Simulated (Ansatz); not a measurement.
**MnSe (zincblende type): how the settings move a single-point run**

Question: which choices in the input matter for MnSe (zincblende type)?

Program: Ansatz 0.2.0. Level of theory: reference: DFT, r2SCAN, PAW with Ansatz's default frozen-core files, scalar-relativistic. These are calculated values, not measurements.

### 1 The starting structure

Symmetry: F-43m, No. 216, cubic system. Conventional cell: a = 5.609 Å, b = 5.609 Å, c = 5.609 Å, α = 90.00°, β = 90.00°, γ = 90.00°. Around Mn (site symmetry -43m) lie 4 Se at 2.43 Å. Around Se (site symmetry -43m) lie 4 Mn at 2.43 Å.

As a file:

```
Mn Se
1.0
     0.00000    2.80434    2.80434
     2.80434    0.00000    2.80434
     2.80434    2.80434    0.00000
Mn Se
1 1
Cartesian
  0.0000 0.0000 0.0000
  1.4022 1.4022 1.4022
```

### 2 Reference

input.yaml

```yaml
crystal:
  lattice:
    - [0.0, 2.8043446371, 2.8043446371]
    - [2.8043446371, 0.0, 2.8043446371]
    - [2.8043446371, 2.8043446371, 0.0]
  atoms:
    - { symbol: Mn, position: [0.0, 0.0, 0.0], spin: 3.0 }
    - { symbol: Se, position: [0.25, 0.25, 0.25] }
magnetization:
  spin_polarized: true
kpoints:
  mp_grid: { grid: [13, 13, 13] }
scf:
  occupations: { method: fermi_dirac, width: 0.05 }
hamiltonian:
  xc: r2scan
  pseudopotentials: { kind: paw }
output:
  forces: true
  stress: true
  eigenvalues: true
  populations: true
```

The run is started by

```sh
$ ansatz run input.yaml --threads 1 --pin off --max-ram 3072MiB --backend cpu --events-out ev --progress --plain --runs-dir out
```

### 3 Changed: occupations.method methfessel_paxton, occupations.width 0.001

Edit input.yaml of step 2 so:

```diff
@@ -13,3 +13,3 @@
 scf:
-  occupations: { method: fermi_dirac, width: 0.05 }
+  occupations: { method: methfessel_paxton, width: 0.001 }
 hamiltonian:
@@ -22 +22,5 @@
   populations: true
+  write_density: true
+  write_potential: true
+  elf: true
+  volumetric_format: npy
```

**Question.** What will these runs give? Wanted: for each run, ending; energy change; pressure; abs. moment; force.

As calculated:

```
                                                             run     ending       energy change  pressure (GPa)  abs. moment (μB)  force (eV/Å)  cycles  time
                                                       reference  converged                   0            12.4              4.96          0.00      19  69 s
1: occupations.method methfessel_paxton, occupations.width 0.001  converged  0.0 meV/atom (σ→0)            12.5              4.97          0.00      13  65 s
```

Times don't compare one to one where runs were asked for different outputs or read a saved state (see the inputs); cycles may leave out searches for a lower state.

Residual by cycle in the longest SCF loop of each run; runs are numbered as in the table. The quantity is the density residual dr2, in eV.

```
cycle  reference   run 1
    1        8.1    8.05
    3      0.358   0.179
    4      0.114   0.261
    6     0.0456  9.1e-4
    8    0.00196  1.7e-5
    9    0.00112  6.7e-6
   11     3.5e-4  1.2e-7
   12     5.7e-5  1.4e-8
   14     2.3e-6       -
   16     9.7e-8       -
   17     3.4e-8       -
   19     9.2e-9       -
```

What this shows: Changing the smearing leaves the energy as it was (0.0 meV/atom). The structure is not at rest: the sound run finds 12 GPa, so these are no properties of the relaxed crystal. 
